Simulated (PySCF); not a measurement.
# C2H8B3N3S: the cost of one run

Computed with PySCF 2.14.0 and routines of our own; the level stands in each step. Atoms count from 0.

### Step 1. The system as given

17 atoms, charge 0, multiplicity 1; geometry from: GFN2-xTB.

### Step 2. Relaxing the molecule at PBE0-D3(BJ)/def2-SVP

The job: settings as JSON, then the geometry in Å.

```
{"job": {"xc": "PBE0", "basis": "def2-SVP", "d3": "d3bj", "grid": 2, "kind": "geom"}, "charge": 0, "multiplicity": 1}
C     -2.680792    -0.354616    -0.115880
N     -1.253999    -0.166432     0.094506
B     -0.722764     1.149052     0.004083
N      0.669377     1.327242     0.207989
B      1.540303     0.246640     0.492674
C      3.078330     0.458756     0.699952
S      4.137272    -0.735701     1.026099
N      0.962705    -1.038238     0.577832
B     -0.420329    -1.278705     0.385076
H     -2.936832    -1.410702    -0.053694
H     -2.975712     0.019312    -1.098341
H     -3.254650     0.188120     0.638381
H     -1.415327     2.066433    -0.234443
H      1.048142     2.260005     0.142743
H      3.501942     1.460988     0.625877
H      1.574412    -1.815603     0.783333
H     -0.859076    -2.364520     0.463365
```

Run with:

```
OMP_NUM_THREADS=1 python excited_run.py task.json out
```

One launch serves the whole session: the jobs run in the order shown.

**Question.** How long does this first job take on 1 thread of Intel Xeon 6975P-C, shared host, and how much memory does it need?

About 79 s, with a peak of 0.79 GiB.
